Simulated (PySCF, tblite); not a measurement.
# C₆H₁₅NOSi: geometry, infrared bands and NMR shifts

What infrared bands and NMR shifts should C₆H₁₅NOSi (`CC[C@@H]1C[C@@H](OC)[Si@@H]1N`) show?

Programs: tblite 0.8.0 and PySCF 2.14.0, with density-fitted response routines of our own. Each step states its level of theory. These are calculated values for one molecule in the gas phase, unless marked as measured. Atoms count from 0, in the outputs and in this text.

### Step 1. Starting geometry

24 atoms, charge 0, multiplicity 1; geometry from: force field or distance geometry start.

Bonds of the start (Å): C0–C1 1.51, C1–C2 1.52, C2–C3 1.51, C3–C4 1.51, C4–O5 1.39, O5–C6 1.40, C4–Si7 1.86, Si7–N8 1.78, Si7–C2 1.81, C0–H9 1.12, C0–H10 1.11, C0–H11 1.12, C1–H12 1.07, C1–H13 1.12, C2–H14 1.13, C3–H15 1.09, C3–H16 1.13, C4–H17 1.12, C6–H18 1.11, C6–H19 1.10, C6–H20 1.10, Si7–H21 1.45, N8–H22 1.02, N8–H23 1.04.

### Step 2. Geometry optimisation with GFN2-xTB

The job: settings as JSON, then the geometry in Å.

```
{"job": {"kind": "relax", "xc": "GFN2-xTB", "basis": "xTB"}, "charge": 0, "multiplicity": 1}
C     -3.044800    -0.280900    -0.563100
C     -1.865500     0.624800    -0.844000
C     -0.958200     0.578700     0.369900
C      0.243800     1.471700     0.142800
C      1.265900     0.397500    -0.166200
O      2.450000     0.483300     0.551400
C      3.488300     0.269800    -0.367300
Si     0.136300    -0.833600     0.656200
N     -0.087000    -2.312600    -0.303200
H     -4.006400     0.165500    -0.923000
H     -2.926500    -1.280200    -1.036100
H     -3.110700    -0.408100     0.551700
H     -1.387600     0.462400    -1.789600
H     -2.289100     1.663000    -0.852200
H     -1.539100     0.916900     1.283300
H      0.037000     2.170700    -0.661400
H      0.516200     1.960900     1.122400
H      1.396700     0.184400    -1.258800
H      4.490300     0.315000     0.115700
H      3.435300     1.012500    -1.179600
H      3.383500    -0.737000    -0.805300
H      0.471900    -1.018800     2.058300
H     -0.883600    -2.895500    -0.032900
H      0.771400    -2.890500    -0.228100
```

Launch:

```console
OMP_NUM_THREADS=1 python probes_run.py task.json out
```

The driver reads the jobs from task.json and runs them one after another.

**Question.** This job is followed by: GFN2-xTB harmonic vibrations, gas phase; GIAO PBE0/pcSseg-1 NMR shielding, non-relativistic, gas phase. Predict these results of the whole session: strongest single infrared mode (GFN2-xTB); zero-point energy (GFN2-xTB); ¹³C shifts against TMS (PBE0/pcSseg-1); ¹H shifts against TMS (PBE0/pcSseg-1, means over atoms taken as alike); ¹⁷O shifts against H2O (PBE0/pcSseg-1); ²⁹Si shifts against TMS (PBE0/pcSseg-1); ¹⁵N shifts against NH3 (PBE0/pcSseg-1).

The runs gave:

| quantity | value |
| --- | --- |
| strongest single infrared mode (GFN2-xTB) | 2203 cm⁻¹, 377 km/mol |
| zero-point energy (GFN2-xTB) | 127.1 kcal/mol |
| ¹³C shifts against TMS (PBE0/pcSseg-1) | 82.4, 60.2, 36.4, 30.5, 28.4, 18.8 ppm |
| ¹H shifts against TMS (PBE0/pcSseg-1, means over atoms taken as alike) | 5.59, 3.91, 3.32, 2.49, 2.35, 1.94, 1.53, 1.38, 0.90, 0.24 ppm |
| ¹⁷O shifts against H2O (PBE0/pcSseg-1) | 31.5 ppm |
| ²⁹Si shifts against TMS (PBE0/pcSseg-1) | -10.2 ppm |
| ¹⁵N shifts against NH3 (PBE0/pcSseg-1) | 12.6 ppm |

What this shows: Over 175 steps the energy fell by 1.016 eV; of the close pairs, C2–Si7 changed most, 1.810 to 1.917 Å. No mode is imaginary among the 66: a minimum at this level. The strongest single mode, at 2203 cm⁻¹, moves mainly H21. Unscaled tight-binding wavenumbers are off by several per cent, some by more. Its intensities can rank the bands wrongly. C4 (sp3 CH bonded to O and Si) lies farthest downfield among carbon, at 82.4 ppm; deshielded by the electronegative neighbour.
